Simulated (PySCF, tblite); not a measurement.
# C₈H₁₂SSi: geometry, infrared bands and NMR shifts

What infrared bands and NMR shifts should C₈H₁₂SSi (`CC(=S)CC1=C[SiH2]C=CC1`) show?

The runs use tblite 0.8.0 and PySCF 2.14.0, with density-fitted response routines of our own; the level of theory stands in each step. All values are computed, except where a source is named. Atoms count from 0, in the outputs and in this text.

## (1) The molecule as given

22 atoms, charge 0, multiplicity 1; geometry from: force field or distance geometry start.

Bonds of the start (Å): C0–C1 1.52, C1–S2 1.44, C1–C3 1.50, C3–C4 1.51, C4–C5 1.33, C5–Si6 1.84, Si6–C7 1.85, C7–C8 1.33, C8–C9 1.43, C9–C4 1.45, C0–H10 1.10, C0–H11 1.12, C0–H12 1.11, C3–H13 1.09, C3–H14 1.11, C5–H15 1.07, Si6–H16 1.48, Si6–H17 1.49, C7–H18 1.09, C8–H19 1.11, C9–H20 1.14, C9–H21 1.13.

## (2) Relaxing the molecule with GFN2-xTB

The job: settings as JSON, then the geometry in Å.

```
{"job": {"kind": "relax", "xc": "GFN2-xTB", "basis": "xTB"}, "charge": 0, "multiplicity": 1}
C      2.497300    -0.030700     1.022900
C      2.300500     0.530000    -0.375500
S      3.053600     1.683900    -0.802100
C      1.328800    -0.159100    -1.293600
C     -0.063300    -0.162000    -0.698100
C     -0.603300    -1.365200    -0.494700
Si    -2.305200    -1.405500     0.214900
C     -2.563300     0.276000     0.947400
C     -1.752000     1.241100     0.528800
C     -0.692600     1.115400    -0.429900
H      1.665800    -0.681800     1.340600
H      2.530000     0.818700     1.749500
H      3.448400    -0.610100     1.063500
H      1.296400     0.320800    -2.275700
H      1.719500    -1.200700    -1.347200
H     -0.095700    -2.289400    -0.697800
H     -3.265800    -1.700100    -0.875600
H     -2.331700    -2.479600     1.253200
H     -3.343500     0.486200     1.680600
H     -1.944700     2.233100     0.992400
H      0.131500     1.821700    -0.095300
H     -1.021200     1.576500    -1.409100
```

The run is started by

```sh
$ OMP_NUM_THREADS=1 python probes_run.py task.json out
```

This one command runs all jobs of the session in turn.

**Question.** This job is followed by: GFN2-xTB harmonic vibrations, gas phase; GIAO PBE0/pcSseg-1 NMR shielding, non-relativistic, gas phase. Predict these results of the whole session: strongest single infrared mode (GFN2-xTB); zero-point energy (GFN2-xTB); ¹³C shifts against TMS (PBE0/pcSseg-1); ¹H shifts against TMS (PBE0/pcSseg-1, means over atoms taken as alike); ³³S shifts against CS2 (PBE0/pcSseg-1); ²⁹Si shifts against TMS (PBE0/pcSseg-1); surface potential, 1st and 99th percentile.

**Answer**, as computed:

| quantity | value |
| --- | --- |
| strongest single infrared mode (GFN2-xTB) | 2185 cm⁻¹, 456 km/mol |
| zero-point energy (GFN2-xTB) | 106.4 kcal/mol |
| ¹³C shifts against TMS (PBE0/pcSseg-1) | 272.8, 160.2, 156.2, 125.8, 123.0, 70.7, 41.6, 35.8 ppm |
| ¹H shifts against TMS (PBE0/pcSseg-1, means over atoms taken as alike) | 7.11, 6.31, 6.13, 4.71, 3.91, 3.38, 3.17 ppm |
| ³³S shifts against CS2 (PBE0/pcSseg-1) | 991 ppm |
| ²⁹Si shifts against TMS (PBE0/pcSseg-1) | -74.0 ppm |
| surface potential, 1st and 99th percentile | -1.03 V and 1.06 V |

Over 159 steps the energy fell by 1.457 eV; of the close pairs, C1–S2 changed most, 1.442 to 1.627 Å. All 60 modes are real, so the xTB geometry is a minimum. The strongest single mode, at 2185 cm⁻¹, moves mainly H17 and H16. Unscaled tight-binding wavenumbers are off by several per cent, some by more. Its intensities can rank the bands wrongly. C1 (thiocarbonyl carbon) lies farthest downfield among carbon, at 272.8 ppm; the small n→π* gap of C=S deshields it strongly. At PBE0/pcSseg-1: The widest tensor belongs to S2: span 2193 ppm, with a paramagnetic part of -1545 ppm. By nearest atom (PBE0/pcSseg-1), the HOMO sits on S2 76 % and the LUMO on C1 39 %; S2 35 %.
